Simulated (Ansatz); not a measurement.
# LaP: how the settings move a relaxation

Question: which choices in the input matter for LaP?

Computed with Ansatz 0.2.0 (reference: DFT, r2SCAN, PAW with Ansatz's default frozen-core files, scalar-relativistic; relaxation of cell and atoms, unless a step's input says otherwise).

**1. The system as given**

The structure is cubic, space group Fm-3m (No. 225). The conventional cell has a = 6.025 Å, b = 6.025 Å, c = 6.025 Å, α = 90.00°, β = 90.00°, γ = 90.00°. La (site symmetry m-3m) has 6 P at 3.01 Å as nearest neighbours. Around P (site symmetry m-3m) lie 6 La at 3.01 Å.

Coordinates:

```
CELL_PARAMETERS angstrom
0.00000 3.01250 3.01250
3.01250 0.00000 3.01250
3.01250 3.01250 0.00000
ATOMIC_POSITIONS crystal
La 0.00000 0.00000 0.00000
P 0.50000 0.50000 0.50000
```

**2. Baseline**

The input, input.yaml:

```yaml
crystal:
  lattice:
    - [0.0, 3.0125, 3.0125]
    - [3.0125, 0.0, 3.0125]
    - [3.0125, 3.0125, 0.0]
  atoms:
    - { symbol: La, position: [0.0, 0.0, 0.0] }
    - { symbol: P, position: [0.5, 0.5, 0.5] }
kpoints:
  mp_grid: { grid: [10, 10, 10] }
scf:
  occupations: { method: fermi_dirac, width: 0.1 }
hamiltonian:
  xc: r2scan
  pseudopotentials: { kind: paw }
relax:
  f_tol: 0.002
  max_steps: 80
  cell: {}
output:
  forces: true
  stress: true
```

The run is started by

```
$ ansatz run input.yaml --threads 1 --pin off --max-ram 3072MiB --backend cpu --events-out ev --progress --plain --runs-dir out
```

**3. Changed: occupations.method gaussian, occupations.width 0.005, ecutwfc 22.0 Ry**

Changes to input.yaml since step 2:

```diff
@@ -11,3 +11,3 @@
 scf:
-  occupations: { method: fermi_dirac, width: 0.1 }
+  occupations: { method: gaussian, width: 0.005 }
 hamiltonian:
@@ -22 +22,3 @@
   stress: true
+basis:
+  ecutwfc: "22.0 Ry"
```

What does the calculation give? Wanted: for each run, ending; energy change; pressure; gap; force.

**Answer**, as computed:

| run | ending | energy change | pressure (GPa) | gap (eV) | force (eV/Å) | cycles | time |
| --- | --- | --- | --- | --- | --- | --- | --- |
| reference | converged | 0 | 0.0 | 0.11 | 0.00 | 32 | 28 s |
| 1: occupations.method gaussian, occupations.width 0.005, ecutwfc 22.0 Ry | converged | +44.4 meV/atom (σ→0) | 0.0 | 0.10 | 0.00 | - | 16 s |

**Reading.** Changing the smearing and cutoff moves the energy by +44.4 meV/atom (σ→0 values). More than one kind of setting changed, and this run alone doesn't tell their shares apart. The log warns that the cutoff is under what these potentials recommend, so the shift holds truncation error. Cost: 16 s against 28 s. Run 1 ran under the cutoff that the potentials recommend, as the log warns, so basis error is mixed into its values. The gap of the reference lacks spin-orbit coupling, though the cell holds La.
